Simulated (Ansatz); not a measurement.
GaGe3:

```
Ge Ga
1.0
     4.27847    0.00000    0.00000
     0.00000    4.27847    0.00000
     0.00000    0.00000    4.27847
Ge Ga
3 1
Direct
  0.50000 0.50000 0.00000
  0.50000 0.00000 0.50000
  0.00000 0.50000 0.50000
  0.00000 0.00000 0.00000
```

The cell comes from a database or a generator and needn't be the stable form of this composition.

* Program: Ansatz 0.2.0
* Task: single point
* Functional: PBEsol
* Potentials or basis: Ansatz PAW
* Cutoff: 420 eV (not typed: the program's choice for these potentials)
* k mesh: 6 × 6 × 6
* Occupations: fermi-dirac, width 0.05 eV
* Spin: no spin polarisation

On this cell: pressure -3.4 GPa; largest force zero by symmetry; band gap on the k mesh none (metal or under the smearing width).

The same run follows on a disturbed copy (atoms moved at random, drawn with an rms of 0.05 Å):

```
Ge Ga
1.0
     4.27847    0.00000    0.00000
     0.00000    4.27847    0.00000
     0.00000    0.00000    4.27847
Ge Ga
3 1
Direct
  0.50060 0.49937 0.99202
  0.51509 0.99312 0.49466
  0.01245 0.49265 0.49997
  0.00368 0.00652 0.00590
```

What changes?

The energy (extrapolated to zero smearing) moves by -0.2 meV/atom; pressure -3.4 GPa; largest force 0.110 eV/Å; band gap on the k mesh none (metal or under the smearing width).

Forces in eV/Å, atoms in the order of the input:
```
Ge  -0.071  0.078 -0.032
Ge   0.042 -0.040  0.014
Ge   0.018  0.024  0.057
Ga   0.010 -0.061 -0.039
```

Stress tensor (GPa, compression positive):
```
-3.42  0.02 -0.03
 0.02 -3.48  0.01
-0.03  0.01 -3.38
```

Caveats: the PAW data sets come from PBE, with cores solved anew for the run's functional, which leaves a small shift of forces and pressure.
